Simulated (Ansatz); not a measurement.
# AlGeN (triplet): from Hartree-Fock to the top rungs, cc-pVDZ

The task here is to estimate one member of a computed series from the others.

Program: Ansatz 0.2.0, Gaussian basis. Level of theory: cc-pVDZ, core rule «outside noble gas», up to 20 orbitals frozen. These are calculated values, not measurements.

Plan: UHF; CCSD(T) on ROHF; CCSD(T) on UHF; BCCD(T) on ROHF; CISD; CCSDT(Q) on ROHF; CCSDT(Q) on UHF.

12 further runs of the same task are left out: 6 for a known fault of the program, 6 set aside as unsound or not needed.

## The geometry

The geometry is a PBE0/def2-TZVP stationary point (not a proven minimum) of the parent state, kept for this charge and spin. No spin-orbit coupling is included. The filled d shell of Ge may be among the frozen orbitals whatever the setting's name suggests; the logs give the count.

3 atoms, charge 0, spin multiplicity 3.

Atoms are counted from 1 here; the program's logs count them from 0.

Bond lengths: Al1–N2 1.799 Å, N2–Ge3 1.673 Å. Angles: Al1–N2–Ge3 180.0°.

Geometry (Å):

```xyz
3
charge 0, multiplicity 3
Al    0.00000    0.00000    1.75710
N     0.00000    0.00000   -0.04180
Ge    0.00000    0.00000   -1.71530
```

The first run:

Input file in.yaml:

```yaml
crystal:
  periodic: [false, false, false]
  atoms:
    - {symbol: Al, position_ang: [0.000000, 0.000000, 1.757100]}
    - {symbol: N, position_ang: [0.000000, 0.000000, -0.041800]}
    - {symbol: Ge, position_ang: [0.000000, 0.000000, -1.715300]}
basis:
  gaussian: {orbitals: cc-pVDZ}
magnetization: {spin_polarized: true, initial_magnetization: 2}
hamiltonian: {xc: hf}
output: {orbitals: {seedname: orbitals}}
```

The run is started by

```bash
ansatz run in.yaml --threads 1 --pin off --events-out ev --progress --plain --max-ram 2816MiB --backend cpu
```

Among the steps run: UHF; CCSD(T) on ROHF; CCSD(T) on UHF; BCCD(T) on ROHF; CISD; CCSDT(Q) on ROHF; CCSDT(Q) on UHF.

One table of the session follows, with a row left open; its other results are not shown here.

| method | from RCCSDT(Q) (meV) |
| --- | --- |
| ROHF | +8299.6 |
| UHF | +8143.6 |
| RMP2 | ? |
| UMP2 | +1211.4 |
| RCCSD | +541.2 |
| UCCSD | +517.0 |
| RCCSD(T) | +93.9 |
| UCCSD(T) | +107.6 |
| BCCD(T) | +82.3 |
| RCCSDT | +55.3 |
| UCCSDT | +48.3 |
| RCCSDT(Q) | 0 |
| UCCSDT(Q) | -19.9 |

**Question.** Estimate the row for RMP2.

As computed: from RCCSDT(Q) (meV): +794.8. In the column «from RCCSDT(Q) (meV)» it lies between RCCSD (+541.2) and UMP2 (+1211.4).

Not comparable, so not listed: CISD (they don't share determinant, frozen orbitals or solution with the rows shown, or repeat one).

To keep in mind: Warnings: spin contamination; large T1 diagnostic. Restricted and unrestricted rows rest on different reference determinants; where their highest levels disagree by more than a few hundredths of an eV, they describe different states and don't form one ladder.
